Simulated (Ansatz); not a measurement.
Runs of Ansatz 0.2.0 on WAu. Symmetry: F-43m, No. 216, cubic system. Conventional cell: a = 5.818 Å, b = 5.818 Å, c = 5.818 Å, α = 90.00°, β = 90.00°, γ = 90.00°. Around W (site symmetry -43m) lie 4 Au at 2.52 Å. Au (site symmetry -43m) has 4 W at 2.52 Å as nearest neighbours. The cell was built by a generator and needn't be a form met in nature.

```csv
task,level,spin,U,cell,k mesh,cutoff (eV),hubbard projectors,double counting,points for each segment of the path,gap on the mesh (eV),pressure (GPa)
density of states,r2SCAN,off,-,as given,8 × 8 × 8,500,-,-,-,none,-3.3
density of states,r2SCAN+U,off,"Au d U = 2 eV, W d U = 2 eV",as given,8 × 8 × 8,500,ortho-atomic (the default),fll (the default),-,none,-1.3
density of states,r2SCAN+U,off,"Au d U = 5 eV, W d U = 5 eV",as given,8 × 8 × 8,500,ortho-atomic (the default),fll (the default),-,none,16.3
band structure,PBEsol,"SOC, no magnetisation",-,as given,6 × 6 × 6,420,-,-,14,none,(a)
relaxation of cell and atoms,PBEsol,"SOC, no magnetisation",-,relaxed,6 × 6 × 6,420,-,-,-,none,0.0
density of states,r2SCAN+U,off,"Au d U = 3 eV, W d U = 3 eV",as given,8 × 8 × 8,500,ortho-atomic (the default),fll (the default),-,none,(b)
band structure,PBEsol,off,-,as given,6 × 6 × 6,420,-,-,14,none,-4.9
density of states,r2SCAN+U,off,"Au d U = 6 eV, W d U = 6 eV",as given,8 × 8 × 8,500,ortho-atomic (the default),fll (the default),-,none,20.7
```

Alike in all rows: potentials or basis Ansatz PAW; smearing fermi-dirac 0.05 eV.

**Question.** Estimate the missing entries.

**Answer.** (a) -5.3; (b) 2.0.

Caveats: the PAW data sets come from PBE, with cores solved anew for the run's functional, which leaves a small shift of forces and pressure; U without spin polarisation on a metal has little footing (some runs); the U is typed as a test and isn't derived for this compound (some runs); the plane-wave basis is chosen anew once the cell has moved, so the energies of steps on either side of that aren't comparable (some runs); spin-orbit coupling is left out, which moves the levels of the heavy elements (some runs).

A k mesh can miss the band edges, and rows without SOC leave out spin-orbit coupling on Au, W.

A gap of «none» marks a metal or a gap under the smearing width.
